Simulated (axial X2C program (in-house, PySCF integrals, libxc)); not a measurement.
# WSb: properties at the nuclei

Aim: properties at the nuclei of WSb, with spin–orbit coupling in the Hamiltonian from the start.

Method: two-component X2C with atomic mean-field terms, W dyall-cv3z, Sb dyall-cv3z; program: an in-house X2C program for linear molecules on PySCF integrals.

All values are calculated.

## Step 1: The job

task.json reads:

```json
{
 "zs": [
  74,
  51
 ],
 "q": 0,
 "bas": [
  "dyall-cv3z",
  "dyall-cv3z"
 ],
 "r0": 2.77,
 "levels": [
  "PBE0",
  "HF",
  "PBE50",
  "PBE",
  "r2SCAN"
 ],
 "nst": 2
}
```

Keys: zs atomic numbers; q charge; bas basis sets; r0 starting distance in Å; levels methods (HF also brings MP2); nst determinants followed.

On the command line:

```console
$ python soeom.py task.json out
```

The runs that follow: Expectation values, lowest determinant; Expectation values, a higher determinant.

**Question.** What will these runs give? Wanted: lowest determinant; Eeff magnitude; Ws magnitude W; A∥/gI W; qzz W; higher determinant (for each run or level that gives them).

**Answer**, as computed:

| quantity | value |
| --- | --- |
| lowest determinant | Ω = 3/2 (excess of +ω over −ω: ω = 1/2, ω = -3/2, ω = 5/2) |
| Eeff magnitude (GV/cm), PBE0 | 19.3 |
| Ws magnitude W (kHz), PBE0 | 11.6 |
| A∥/gI W (MHz), PBE0 | 2410 |
| qzz W (a.u.), PBE0 | 0.25 |
| higher determinant | Ω = 3/2 (excess of +ω over −ω: ω = 3/2) |
| Eeff magnitude (GV/cm), PBE0, higher determinant | 2.83 |
| Ws magnitude W (kHz), PBE0, higher determinant | 3.08 |
| A∥/gI W (MHz), PBE0, higher determinant | 625 |
| qzz W (a.u.), PBE0, higher determinant | -5.59 |

In the first state, the effective field runs from 10.2 to 22.5 GV/cm over the mean-field levels, so the levels don't agree on it. The expectation values come from single determinants, which for open shells can mix terms of unlike spin or miss the lowest Ω, so a determinant need not be a state. Eeff is the effective electric field on the electron dipole moment in this Ω state and Ws the scalar–pseudoscalar constant (defined with the proton number Z and per Ω); A∥ is the parallel hyperfine constant, which follows by multiplying with the nuclear g factor gI = μI/(I μN); qzz is the electric field gradient, eQq0 = 234.96 MHz × Q/barn × qzz; μ is positive if Sb is the positive end. The operators were transformed with the bare-nucleus X2C matrices.
